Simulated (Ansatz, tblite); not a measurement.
MoSeO: GFN2-xTB, run from Python

These are simulated results from tblite 0.8.0, not measurements. The cell was built from a prototype and was relaxed with r2SCAN in plane waves (Ansatz 0.2.0). It may be hypothetical. It is a single sheet, repeated along a and b, with vacuum along c. All runs are without spin polarisation.

In-plane lattice: a = 3.120 Å, b = 3.120 Å, γ = 120.0°; thickness between the outer nuclei 2.78 Å. Mo has 3 O at 2.06 Å and 3 Se at 2.53 Å; O has 3 Mo at 2.06 Å; Se has 3 Mo at 2.53 Å.

tblite solves periodic systems at the zone centre alone, so the script builds a cluster of 4×4×1 conventional cells (48 atoms), which folds in a coarse mesh of k points.

run.py reads:

```python
import json
from ase import Atoms
from ase.build import make_supercell
from ase.units import Bohr, GPa, Hartree
from tblite.interface import Calculator

atoms = Atoms(['Mo', 'O', 'Se'],
              cell=[[3.119522, -0.0, -0.0], [-1.559761, 2.701586, 0.0], [-0.0, -0.0, 29.714226]],
              scaled_positions=[[0.0, 0.0, 0.311655], [0.333333, 0.666667, 0.345293], [0.666667, 0.333333, 0.251708]],
              pbc=True)
cluster = make_supercell(atoms, [[4, 0, 0], [0, 4, 0], [0, 0, 1]])
calc = Calculator('GFN2-xTB', cluster.numbers, cluster.positions / Bohr, lattice=cluster.cell[:] / Bohr, periodic=cluster.pbc)
calc.set('temperature', 0.02 / Hartree)
calc.set('max-iter', 150)
res = calc.singlepoint()
levels = res.get('orbital-energies') * Hartree
nv = round(res.get('orbital-occupations').sum() / 2)
cells = len(cluster) // len(atoms)
out = {'energy_per_cell': res.get('energy') * Hartree / cells, 'homo': levels[nv - 1], 'lumo': levels[nv],
       'stress': (-res.get('virial') * Hartree / cluster.get_volume() / GPa).tolist(), 'charges': res.get('charges')[:len(atoms)].tolist(), 'electrons': 2 * nv / cells}
json.dump(out, open('results.json', 'w'))
for key, value in out.items():
    print(key, value)
```

Command: `python run.py`. It took 2.4 s on 1 thread of Arm Neoverse V1 (shared host), peak memory 0.11 GiB.

What it printed:

```
------------------------------------------------------------
  cycle        total energy    energy error   density error
------------------------------------------------------------
      1     -142.1729026111  -1.4233127E+02   5.8107815E-01
      2     -125.1801189134   1.6992784E+01   6.7469456E-01
      3     -135.9156752856  -1.0735556E+01   8.1297440E-01
      4     -150.0627954332  -1.4147120E+01   2.2669563E-01
      5     -148.7595483513   1.3032471E+00   2.1801931E-01
      6     -150.7779803510  -2.0184320E+00   3.1814495E-02
      7     -150.8491635018  -7.1183151E-02   1.1494943E-02
      8     -150.8393997793   9.7637226E-03   2.5382973E-02
      9     -150.8495351568  -1.0135378E-02   6.9208351E-03
     10     -150.8449153067   4.6198501E-03   1.0223794E-02
     11     -150.8464589273  -1.5436206E-03   7.9077594E-03
     12     -150.8502877940  -3.8288668E-03   4.8935439E-03
     13     -150.8505609863  -2.7319223E-04   3.5861533E-03
     14     -150.8505851357  -2.4149487E-05   1.7354106E-03
     15     -150.8505951204  -9.9846820E-06   8.8607108E-04
     16     -150.8506000324  -4.9119691E-06   4.9561400E-04
     17     -150.8506009920  -9.5956889E-07   2.8600515E-04
     18     -150.8506008983   9.3632195E-08   2.1559788E-04
     19     -150.8506012764  -3.7810631E-07   4.2467200E-05
     20     -150.8506012877  -1.1314796E-08   2.8389030E-05
     21     -150.8506012855   2.2759252E-09   3.1677947E-05
     22     -150.8506012887  -3.1987497E-09   2.7514540E-05
     23     -150.8506012923  -3.6420431E-09   2.4280597E-05
     24     -150.8506012912   1.0897168E-09   2.5161228E-05
     25     -150.8506012808   1.0441028E-08   3.3054886E-05
     26     -150.8506012781   2.7085036E-09   3.5586466E-05
     27     -150.8506012934  -1.5334308E-08   2.4858824E-05
     28     -150.8506013034  -1.0028572E-08   1.0128452E-05
------------------------------------------------------------

 total:                                   1.740 sec
energy_per_cell -256.5533715047315
homo -12.035992432730055
lumo -12.035990735652625
stress [[0.7768295215458118, -1.966643686761259e-05, 4.711540339318083e-06], [-1.9666436867501255e-05, 0.7768139039444234, -6.382423421535928e-06], [4.711540339343172e-06, -6.382423421568694e-06, 1.0743018953857204]]
charges [0.5048098979341434, -0.4198090131049619, -0.08501528147984178]
electrons 18.0
```

The cycle table is in hartree for the whole cluster, and the lines after it are in eV (the energy for one cell). The printed stress is in GPa and positive in compression, and the pressure is its mean diagonal, here averaged over the vacuum too.

GFN2-xTB gives no gap at the points read. On the same cell, plane-wave PBE (Ansatz, 12×12×1 k points and the special points) gives no gap (an overlap of 0.10 eV at the points read) and r2SCAN no gap (an overlap of 0.14 eV at the points read); on shared hosts these took about 15 and 35 core-seconds on the 3-atom cell, against 2.4 for the script.

xTB was fitted mostly to molecules, and a small cluster samples few k points, so gaps, pressures and kinks along a curve can be far from a solid's.

Spin-orbit coupling is left out.
